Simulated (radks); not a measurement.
# Valence configurations of Mo

Aim: which of several valence configurations of Mo lies lowest at this level, and whether it is the one NIST lists ([Kr] 4d5 5s1).

The numbers are computed with radks (a radial shooting solver on a logarithmic mesh, Libxc functionals) version 1 (Dirac Kohn-Sham, LDA (Slater exchange, Perdew-Wang correlation), spin-unpolarised, spherical densities, point nucleus; open shells fill j = l - 1/2 first), except any that are marked as measured or tabulated.

### 1 What is computed

| Quantity | Value |
| --- | --- |
| element | molybdenum (Z = 42) |
| charge | 0 |
| electrons | 42 |
| configuration | [Kr] 4d5 5s1 |
| others tried | 4d4 5s1 5p1; 4d5 5p1; 4d4 5s2; 4d3 5s2 5p1; 4d5.5 5s0.5; 4d6; 4d4.5 5s1.5; 4d4.5 5s0.5 5p1; 4d5 5s0.5 5p0.5 |

### 2 [Kr] 4d5 5s1

Input:

```text
Z 42
configuration [Kr] 4d5 5s1
relativity Dirac
functional lda,pw
spin unpolarised
j_filling energy
nucleus point
c 137.035999084
```

Command:

```console
> python run_ks.py task.json out
```

This one command runs every case of the session in turn.

### 3 [Kr] 4d4 5s1 5p1

Input: that of step 2 with these lines changed.

```diff
@@ -1,3 +1,3 @@
 Z 42
-configuration [Kr] 4d5 5s1
+configuration [Kr] 4d4 5s1 5p1
 relativity Dirac
```

### 4 [Kr] 4d5 5p1

Input: that of step 3 with these lines changed.

```diff
@@ -1,3 +1,3 @@
 Z 42
-configuration [Kr] 4d4 5s1 5p1
+configuration [Kr] 4d5 5p1
 relativity Dirac
```

### 5 [Kr] 4d4 5s2

Input: that of step 4 with these lines changed.

```diff
@@ -1,3 +1,3 @@
 Z 42
-configuration [Kr] 4d5 5p1
+configuration [Kr] 4d4 5s2
 relativity Dirac
```

### 6 [Kr] 4d3 5s2 5p1

Input: that of step 5 with these lines changed.

```diff
@@ -1,3 +1,3 @@
 Z 42
-configuration [Kr] 4d4 5s2
+configuration [Kr] 4d3 5s2 5p1
 relativity Dirac
```

### 7 [Kr] 4d5.5 5s0.5

Input: that of step 6 with these lines changed.

```diff
@@ -1,3 +1,3 @@
 Z 42
-configuration [Kr] 4d3 5s2 5p1
+configuration [Kr] 4d5.5 5s0.5
 relativity Dirac
```

### 8 [Kr] 4d6

Input: that of step 7 with these lines changed.

```diff
@@ -1,3 +1,3 @@
 Z 42
-configuration [Kr] 4d5.5 5s0.5
+configuration [Kr] 4d6
 relativity Dirac
```

### 9 [Kr] 4d4.5 5s1.5

Input: that of step 8 with these lines changed.

```diff
@@ -1,3 +1,3 @@
 Z 42
-configuration [Kr] 4d6
+configuration [Kr] 4d4.5 5s1.5
 relativity Dirac
```

### 10 [Kr] 4d4.5 5s0.5 5p1

Input: that of step 9 with these lines changed.

```diff
@@ -1,3 +1,3 @@
 Z 42
-configuration [Kr] 4d4.5 5s1.5
+configuration [Kr] 4d4.5 5s0.5 5p1
 relativity Dirac
```

### 11 [Kr] 4d5 5s0.5 5p0.5

Input:

```text
Z 42
configuration [Kr] 4d5 5s0.5 5p0.5
relativity Dirac
functional lda,pw
spin unpolarised
j_filling energy
nucleus point
c 137.035999084
```

Before running it: what results should come out? Wanted: for each run, valence; E − E(NIST configuration); highest level; its energy; 1s shift.

The runs gave:

| valence | E − E(NIST configuration) (eV) | highest level | its energy (eV) | 1s shift (eV) |
| --- | --- | --- | --- | --- |
| 4d4.5 5s1.5 | -0.134 | 4d5/2 | -4.657 | -1.27 |
| 4d5 5s1 | 0.000 | 4d5/2 | -3.788 | +0.00 |
| 4d4 5s2 | 0.005 | 5s1/2 | -5.053 | -2.71 |
| 4d5.5 5s0.5 | 0.368 | 4d5/2 | -3.030 | +1.10 |
| 4d6 | 0.933 | 4d5/2 | -2.394 | +2.03 |
| 4d5 5s0.5 5p0.5 | 1.553 | 5p1/2 | -1.610 | -0.66 |
| 4d5 5p1 | 3.149 | 5p1/2 | -1.924 | -1.27 |
| 4d4.5 5s0.5 5p1 | 3.188 | 5p1/2 | -2.090 | -2.57 |
| 4d4 5s1 5p1 | 3.510 | 5p1/2 | -2.272 | -4.01 |
| 4d3 5s2 5p1 | 5.391 | 5p1/2 | -2.673 | -7.43 |

**Reading.** Theory disagrees with NIST here: 4d4.5 5s1.5 comes out 0.134 eV lower. The energies are those of spherical spin-averaged densities, not of single terms. The 1s eigenvalue shifts by up to 7.43 eV as the valence charge is rearranged.
